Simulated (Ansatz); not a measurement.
# CH4LiNO (SMILES [Li][O]CN): single points off equilibrium

An exercise on one series of results from a longer session: the logs are not shown, and one member is left open.

The runs use Ansatz 0.2.0, Gaussian basis; single points in def2-TZVPP.

Cores are frozen in the correlated methods. The outer core shell of Li, Na, Mg and K is correlated.

### Where the work starts

SMILES `[Li][O]CN`, 8 atoms, charge 0, spin multiplicity 1.

Atoms are counted from 1 here; the program's logs count them from 0.

Bond lengths: Li1–O2 1.476 Å, O2–C3 1.461 Å, C3–N4 1.162 Å, C3–H5 1.310 Å, C3–H6 1.081 Å, N4–H7 1.055 Å, N4–H8 0.757 Å. Angles: Li1–O2–C3 162.7°, O2–C3–N4 118.1°, O2–C3–H5 112.2°, O2–C3–H6 115.1°, N4–C3–H5 100.0°, N4–C3–H6 114.4°, H5–C3–H6 92.9°, C3–N4–H7 111.6°, C3–N4–H8 119.3°, H7–N4–H8 122.9°.

Geometry (Å):

```xyz
8
CH4LiNO
Li   -2.1394   -1.1821    0.9082
O    -1.1768   -0.5147    0.0105
C     0.0054    0.1731   -0.5033
N     0.9458    0.2255    0.1765
H    -0.2103    1.4515   -0.6935
H     0.2198   -0.0027   -1.5486
H     1.4023   -0.7200    0.2816
H     0.9896    0.7640    0.7063
```

The first run:

run/in.yaml reads:

```yaml
crystal:
  periodic: [false, false, false]
  atoms:
    - {symbol: Li, position_ang: [-2.139400, -1.182100, 0.908200]}
    - {symbol: O, position_ang: [-1.176800, -0.514700, 0.010500]}
    - {symbol: C, position_ang: [0.005400, 0.173100, -0.503300]}
    - {symbol: N, position_ang: [0.945800, 0.225500, 0.176500]}
    - {symbol: H, position_ang: [-0.210300, 1.451500, -0.693500]}
    - {symbol: H, position_ang: [0.219800, -0.002700, -1.548600]}
    - {symbol: H, position_ang: [1.402300, -0.720000, 0.281600]}
    - {symbol: H, position_ang: [0.989600, 0.764000, 0.706300]}
basis:
  gaussian: {orbitals: def2-TZVPP}
correlation: {method: ccsd_t}
output: {forces: true}
```

The command line of these runs was not kept.

Steps of the session up to this table: CCSD(T)/def2-TZVPP; PBE0-D4/def2-TZVPP; wB97M-V/def2-TZVPP; r2SCAN-D4/def2-TZVPP; PBE-D4/def2-TZVPP; HSE06-D4/def2-TZVPP; B97M-V/def2-TZVPP.

One table of the session follows, with a row left open; its other results are not shown here.

| method | RMS force component (eV/Å) | angle to CCSD(T) forces (°) | dipole (D) |
| --- | --- | --- | --- |
| CCSD(T) | 8.932 | reference | 5.05 |
| PBE0-D4 | 8.821 | 1.4 | 4.97 |
| wB97M-V | 8.841 | 0.6 | 4.96 |
| r2SCAN-D4 | 8.739 | 1.6 | 5.04 |
| PBE-D4 | ? | ? | ? |
| HSE06-D4 | 8.820 | 1.4 | 4.97 |
| B97M-V | 8.696 | 1.7 | 5.03 |

Estimate the missing values for PBE-D4.

The run gave: RMS force component (eV/Å): 8.757; angle to CCSD(T) forces (°): 2.3; dipole (D): 4.78. In the column «RMS force component (eV/Å)» it lies between r2SCAN-D4 (8.739) and HSE06-D4 (8.820).
